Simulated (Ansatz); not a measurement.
# O (hcp type): a single-point run

Aim: a sound single-point run of O (hcp type). The structure is shown as the input types it.

Method: Kohn-Sham DFT, with the functional, basis and potentials that each input names (as first typed), in Ansatz 0.2.0.

## Step 1: Starting point

The structure is monoclinic, space group C2/m (No. 12). The conventional cell has a = 4.335 Å, b = 2.503 Å, c = 4.055 Å, α = 90.00°, β = 90.00°, γ = 90.00°. O (site symmetry m) has 1 O at 1.44 Å in its first shell of neighbours.

Structure file:

```
O
1.0
     2.50299    0.00000    0.00000
    -1.25149    2.16765    0.00000
     0.00000    0.00000    4.05484
O
2
Direct
  0.19333 0.59667 0.14500
  0.80667 0.40333 0.85500
```

## Step 2: Input and run

Input file input.yaml:

```yaml
crystal:
  lattice:
    - [2.5029894065, 0.0, 0.0]
    - [-1.2514947032, 2.1676524114, 0.0]
    - [0.0, 0.0, 4.0548428385]
  atoms:
    - { symbol: O, position: [0.1933333333, 0.5966666667, 0.145] }
    - { symbol: O, position: [0.8066666667, 0.4033333333, 0.855] }
kpoints:
  mp_grid: { grid: [14, 14, 8] }
scf:
  occupations: { method: fermi_dirac, width: 0.05 }
  max_iter: 80
hamiltonian:
  xc: pbesol
  pseudopotentials: { kind: all_electron, datasets: crystal }
  hubbard: { sites: [{ species: O, l: p, u_eff: 40.0 }] }
output:
  forces: true
  stress: true
  eigenvalues: true
  efg: { contact_densities: true }
```

Launch:

```console
> ansatz run input.yaml --threads 1 --pin off --max-ram 2048MiB --backend cpu --events-out ev --progress --plain --runs-dir out
```

**Question.** How will this run end, and is anything wrong with its input?

The run ended at the input check. The line that matters: «2 input errors — fix all and re-run 2. hamiltonian.pseudopotentials.datasets: crystal with hamiltonian.hubbard without hamiltonian.hubbard.projectors: augmentation-sphere ...»

Look at the input: hamiltonian.hubbard.sites is [{species: O, l: p, u_eff: 40.0}]. The U is far outside the few eV that correlated shells need; it reshapes the shell's occupations.

The cure: delete hamiltonian.hubbard.sites.
